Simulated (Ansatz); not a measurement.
# TaVN2 under changes of volume

One of the cells (9.990 Å³/atom); the others are scaled copies at fixed shape and fractional positions:

```
Ta V N
1.0
     3.04987    0.00000    0.00000
     0.00000    3.04987    0.00000
     0.00000    0.00000    4.29606
Ta V N
1 1 2
Direct
  0.00000 0.00000 0.00000
  0.50000 0.50000 0.50000
  0.50000 0.50000 0.00000
  0.00000 0.00000 0.50000
```

The cell comes from a database or a generator and needn't be the stable form of this composition.

* Program: Ansatz 0.2.0
* Functional: LDA
* Potentials or basis: all-electron LAPW, scalar-relativistic
* Cutoff: 350 eV (chosen from the basis error)
* Basis error allowed: 0.002 eV/atom
* k mesh: 9 × 9 × 6
* Occupations: fermi-dirac, width 0.05 eV
* Spin: collinear spin, ferromagnetic start
* Starting moments: [0.0, 2.0, 0.0, 0.0] μB

```tsv
volume (Å³/atom)	energy over the lowest point (meV/atom)	pressure (GPa)	moment (μB per cell)
9.391	0.00	0.5	0.00
9.591	4.22	-6.9	0.00
9.790	17.16	-13.5	0.00
9.990	37.83	-19.3	0.19
10.190	65.18	-24.3	0.44
10.390	98.26	-28.6	0.69
10.590	?	?	?
```

Question: What does the run at 10.590 Å³/atom give?

Answer: Energy over the lowest point 136.46 meV/atom; pressure -32.5 GPa; moment 0.84 μB per cell.

Worked out: A Birch-Murnaghan fit of order 3 (a polynomial in V^(-2/3)) to the other rows has its minimum at 9.40 Å³/atom with B0 = V·E''(V) = 379 GPa and B' = 5.6 at fixed shape and positions, which overstates the stiffness. It gives 136.34 meV/atom at 10.590 Å³/atom, against the run's 136.46, and -dE/dV = -32.3 GPa, against -32.5. A parabola through the other rows of the moment, of slope 2.12 μB per Å³/atom there, extrapolates to 1.09 μB, against the run's 0.84.

Energies are extrapolated to zero smearing.

Caveats: the starting moments weren't kept (some runs).
